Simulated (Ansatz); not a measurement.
# H4NO3V: small, medium and large basis sets

Aim: see how fast density functionals converge with the basis set for H4NO3V.

Computed with Ansatz 0.2.0, Gaussian basis. Level: one geometry, several basis sets.

Plan: PBE0-D4/def2-SVP; ωB97M-V/def2-SVP; PBE0-D4/def2-QZVPP; ωB97M-V/def2-QZVPP; the functionals' def2-TZVPP values are taken from earlier runs.

### 1 The relaxed structure

An earlier PBE0-D4 in a triple-zeta def2 set relaxation fixed the geometry.

SMILES `[NH2][V](=[O])([OH])[OH]`, 9 atoms, charge 0, spin multiplicity 1.

Atoms are counted from 1 here; the program's logs count them from 0.

Bond lengths: N1–V2 1.821 Å, N1–H6 1.010 Å, N1–H7 1.009 Å, V2–O3 1.554 Å, V2–O4 1.778 Å, V2–O5 1.779 Å, O4–H8 0.961 Å, O5–H9 0.960 Å. Angles: V2–N1–H6 124.4°, V2–N1–H7 123.1°, H6–N1–H7 111.5°, N1–V2–O3 106.5°, N1–V2–O4 110.8°, N1–V2–O5 110.1°, O3–V2–O4 109.4°, O3–V2–O5 109.9°, O4–V2–O5 110.1°, V2–O4–H8 119.8°, V2–O5–H9 121.7°.

### 2 PBE0-D4 in def2-SVP

Contents of in.yaml:

```yaml
crystal:
  periodic: [false, false, false]
  atoms:
    - {symbol: N, position_ang: [-0.619276, -0.376135, -1.211204]}
    - {symbol: V, position_ang: [0.535302, 0.259418, 0.045995]}
    - {symbol: O, position_ang: [1.705648, 0.928259, -0.727543]}
    - {symbol: O, position_ang: [1.171636, -1.065017, 1.047917]}
    - {symbol: O, position_ang: [-0.279238, 1.463340, 1.071719]}
    - {symbol: H, position_ang: [-1.350330, -1.048439, -1.026685]}
    - {symbol: H, position_ang: [-0.488262, -0.234663, -2.201485]}
    - {symbol: H, position_ang: [0.641291, -1.416711, 1.768411]}
    - {symbol: H, position_ang: [-1.228271, 1.443746, 1.215676]}
basis:
  gaussian: {orbitals: def2-SVP}
hamiltonian: {xc: pbe0, dispersion: d4}
output: {orbitals: {seedname: orbitals}}
```

On the command line:

```
> ansatz run in.yaml --threads 4 --pin off --events-out ev --progress --plain --max-ram 10444MiB
```

After this run come: ωB97M-V in def2-SVP; PBE0-D4 in def2-QZVPP; ωB97M-V in def2-QZVPP.

**Question.** What will the summary of the whole plan be? Wanted: PBE0-D4: double and triple zeta above quadruple; ωB97M-V: double and triple zeta above quadruple.

As calculated:

| quantity | value |
| --- | --- |
| PBE0-D4: double and triple zeta above quadruple | 14.06, 0.94 eV |
| ωB97M-V: double and triple zeta above quadruple | 14.24, 0.89 eV |

In words: PBE0-D4 gains 13.12 eV from double to triple zeta, then 0.94 eV more. These are total energies; as a rule much of such shifts cancels in differences, which this series doesn't test.
